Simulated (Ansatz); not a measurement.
What does this script print? It uses Ansatz's Python interface.

`run_kconv.py`:
```python
"""Convergence of BaTaO3 with the k-point mesh."""

import warnings

import ansatz

SMEARING = "gaussian"
FUNCTIONAL = "PBEsol"


def main() -> None:
    warnings.simplefilter("ignore", ansatz.DeckWarning)

    structure = (
        ansatz.Lattice.of([4.130846, 0.0, 0.0], [0.0, 4.130846, 0.0], [0.0, 0.0, 4.130846])
        .atom("Ba", [0.0, 0.0, 0.0])
        .atom("Ta", [0.5, 0.5, 0.5])
        .atom("O", [0.0, 0.5, 0.5])
        .atom("O", [0.5, 0.0, 0.5])
        .atom("O", [0.5, 0.5, 0.0])
    )

    model = (
        structure.calculation()
        .occupations(SMEARING)
        .functional(FUNCTIONAL)
        .stress()
    )

    rows = []
    for value in [(2, 2, 2), (3, 3, 3), (4, 4, 4), (5, 5, 5), (6, 6, 6), (7, 7, 7)]:
        data = model.kpoints(*value).run(threads=1, backend="cpu").report
        rows.append((value, data["free_energy_ev"] / len(data["lattice"]["sites"]), data["n_iterations"], sum(data["stress_gpa"][i][i] for i in range(3)) / 3, data["n_kpoints"]))

    print("        mesh   F/atom (eV)    iterations       P (GPa)      k-points")
    for row in rows:
        print(f"{str(row[0]):>12s}  {row[1]:12.5f}  {row[2]:12d}  {row[3]:12.3f}  {row[4]:12d}")

    # the last row is the reference
    for row in rows[:-1]:
        shift = 1000 * (row[1] - rows[-1][1])
        print(f"{row[0]}: {shift:+.2f} meV/atom" + ("  (within 1 meV)" if abs(shift) < 1 else ""))


if __name__ == "__main__":
    main()
```

```console
$ python run_kconv.py
        mesh   F/atom (eV)    iterations       P (GPa)      k-points
   (2, 2, 2)   -3471.73922             7        -7.902             4
   (3, 3, 3)   -3471.74936             6        -7.412             4
   (4, 4, 4)   -3471.73717             6        -7.270            10
   (5, 5, 5)   -3471.75554             6        -7.577            10
   (6, 6, 6)   -3471.76743             6        -7.882            20
   (7, 7, 7)   -3471.77355             6        -7.976            20
(2, 2, 2): +34.33 meV/atom
(3, 3, 3): +24.19 meV/atom
(4, 4, 4): +36.38 meV/atom
(5, 5, 5): +18.01 meV/atom
(6, 6, 6): +6.12 meV/atom
```

Reading the output:
- The cell holds an odd number of electrons and is run without spin, so a magnetic state may lie lower.
- Pressure is positive in compression.
- Spin-orbit coupling, which matters for elements this heavy, is left out.
- At these settings the cell as given stands under about -8 GPa, so it isn't at this functional's equilibrium volume.
- The structure comes from a database of computed cells and needn't be a stable or known phase.
- Shifts are counted from the finest mesh, which is itself no proven limit.
- Timing: 9.7 s on 1 thread of Arm Neoverse V1 (shared host), peak memory 0.41 GiB.

(Lines on the test bed's own set-up are left out of the output.)
